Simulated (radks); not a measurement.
# Er⁴⁺ in [Xe] 4f10: an all-electron calculation

One table from this session's results is given with a row withheld; the runs are named, their logs left out.

The numbers are computed with radks (a radial shooting solver on a logarithmic mesh, Libxc functionals) version 1 (scalar-relativistic Kohn-Sham, LDA (Slater exchange, Perdew-Zunger correlation), spin-unpolarised, spherical densities, point nucleus), except any that are marked as measured or tabulated.

### What is computed

```
element       : erbium (Z = 68)
charge        : +4
electrons     : 64
configuration : [Xe] 4f10
```

The outer shells:

Er⁴⁺
```
[Xe] core
4f [↑↓][↑↓][↑↓][↑ ][↑ ][↑ ][↑ ]
```

The first run:

Input:

```text
Z 68
configuration [Xe] 4f10 6s0 5d0 6p0 5f0
relativity scalar-relativistic
functional lda,pz
spin unpolarised
nucleus point
c 137.035999084
```

Command:

```sh
> python run_ks.py task.json out
```

All runs below come from this command, one after another.

One table of the session follows, with a row left open; its other results are not shown here.

It belongs to the step «Shells». Sizes of the orbitals, from the radial functions (bohr):

```
level      <r>  outermost maximum (interpolated)  90 % within  nodes
   1s  0.02038                            0.0129       0.0370      0
   2s  0.08652                            0.0733        0.134      1
   2p  0.07675                            0.0596        0.125      0
   3s   0.2256                             0.207        0.331      2
   3p        ?                                 ?            ?      ?
   3d   0.2039                             0.166        0.317      0
   4s   0.5073                             0.474        0.729      3
   4p   0.5376                             0.495        0.782      2
   4d   0.5797                             0.510        0.871      1
   5s    1.202                              1.09         1.72      4
   5p    1.381                              1.23         2.00      3
   4f   0.7270                             0.500         1.22      0
   5d    1.862                              1.59         2.76      2
   6s    2.686                              2.52         3.79      5
   6p    3.131                              2.94         4.43      4
   5f    3.543                              3.07         5.27      1
```

Estimate the missing values for 3p.

**Answer.** <r>: 0.2247; outermost maximum (interpolated): 0.204; 90 % within: 0.336; nodes: 1. In the column «<r>» it lies between 3d (0.2039) and 3s (0.2256).

To keep in mind: Spin polarisation and multiplet splitting are left out.
